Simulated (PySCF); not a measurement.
# GeF: bond curves at several levels of theory

One job finds the state of GeF, follows it along the bond with each method and fits the curves.

Computed with PySCF 2.14.0. Level: Ge def2-SVP, F def2-SVP, no relativity.

## (1) The job

A driver script around PySCF takes these settings:

- atoms: Ge, F
- charge: 0
- basis: Ge def2-SVP, F def2-SVP
- Hamiltonian: no relativity
- basis functions: 46
- electrons treated: 41
- masses in u: 73.9212, 18.9984
- levels: PBE0, PBE, r²SCAN, TPSS, M06-2X, B97-3, HSE06, HF, MP2, SCS-MP2, CCSD, CCSD(T)
- grid: 80 radial by 434 angular points
- occupations: held fixed by the projection of orbital angular momentum
- dissociation limit: Ge + F, each in its ground configuration
- starting distance in angstrom: 1.775
- values of 2S to try: 1, 3

After this run come: PBE0 along the bond; Excited determinants; PBE; r²SCAN (meta-GGA); TPSS; M06-2X (hybrid meta-GGA); B97-3 (global hybrid GGA); HSE06 (range-separated hybrid); UHF (mean field); MP2 and coupled cluster.

**Question.** What will these runs give? Wanted: for each run, Re; ωe; De; μ.

As calculated:

Lowest PBE0 solution found, without spin–orbit coupling: ²Π (doublet), unpaired electrons π ↑. State 2 has its PBE0 minimum 4.01 eV higher. The other levels ran on the lowest alone.

```
      level  Re (Å)  ωe (cm⁻¹)  De (eV)  μ (D)
        UHF   1.744        710     3.22  -2.13
    UHF-MP2   1.756        699     5.00    n/a
UHF-SCS-MP2   1.759        694     4.85    n/a
   UHF-CCSD   1.758        695     4.64    n/a
UHF-CCSD(T)   1.761        688     4.73    n/a
        PBE   1.778        658     5.57  -1.60
       TPSS   1.773        668     5.38  -1.61
     r²SCAN   1.759        683     5.27  -1.65
       PBE0   1.757        689     5.13  -1.78
      B97-3   1.767        675     5.16  -1.86
      HSE06   1.758        688     5.15  -1.79
     M06-2X   1.755        701     5.07  -1.82
```

De is counted to Ge + F in their ground configurations. A positive dipole means Ge(−)F(+).

Differences from CCSD(T) in the same basis:

```
      level  Re (mÅ)  ωe (%)
        UHF      -17    +3.2
    UHF-MP2       -5    +1.6
UHF-SCS-MP2       -2    +0.9
   UHF-CCSD       -3    +1.0
        PBE      +17    -4.4
       TPSS      +12    -3.0
     r²SCAN       -2    -0.7
       PBE0       -4    +0.1
      B97-3       +6    -1.9
      HSE06       -3    -0.1
     M06-2X       -6    +1.8
```

Against CCSD(T) in the same basis, the bond length is nearest at UHF-SCS-MP2 and r²SCAN (-2 mÅ) and farthest at UHF and PBE (17 mÅ off); the wavenumber is nearest at PBE0 and HSE06 (0.1 % off) and farthest at PBE (-4.4 %). Hartree–Fock makes the bond too short and too stiff against this reference, as it mostly does. PBE has the long and soft bond that GGAs tend to give. CCSD(T) in a basis this small is itself some way from its limit, more so than the functionals. Of the levels with a De here, UHF gives the least (3.22 eV) and PBE the most (5.57 eV).

Correlated steps freeze 10 core orbitals.
